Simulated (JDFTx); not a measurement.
Runs of JDFTx 1.7.0 (patched build) on AlH3. The cell holds a molecule in a box, 4 atoms: a = 12.000 Å, b = 11.000 Å, c = 12.000 Å, α = 90.00°, β = 90.00°, γ = 90.00°. 

```tsv
task	liquid model	variant of the liquid model	solvent	SCF threshold on the energy	start	largest force (eV/Å)
solvation	LinearPCM	CANDLE	H2O	1e-06 Ha	saved state of an earlier run	(a)
solvation	LinearPCM	LA12	H2O	1e-06 Ha	saved state of an earlier run	2.33
solvation	LinearPCM	SoftSphere	H2O	1e-06 Ha	saved state of an earlier run	0.14
solvation	NonlinearPCM	GLSSA13	H2O	1e-06 Ha	saved state of an earlier run	0.13
single point	-	-	-	1e-07 Ha	-	(b)
```

Alike in all rows: level RPBE; potentials or basis PseudoDojo-SR-PBE-0.5-standard with smoothed tails; no spin polarisation; cell as given; k mesh 1 × 1 × 1; cutoff (eV) 980; smearing fixed.

Question: Estimate the missing entries.

Answer: (a) 0.10; (b) 0.09.

Caveats: forces may be off by hundredths of an eV/Å; the potentials were made for another functional, which shifts forces and pressure; forces in the liquid are good to some per cent (some runs); the liquid is a continuum model, checked here against plausible ranges alone (some runs).

Not every run made on this cell is shown here.
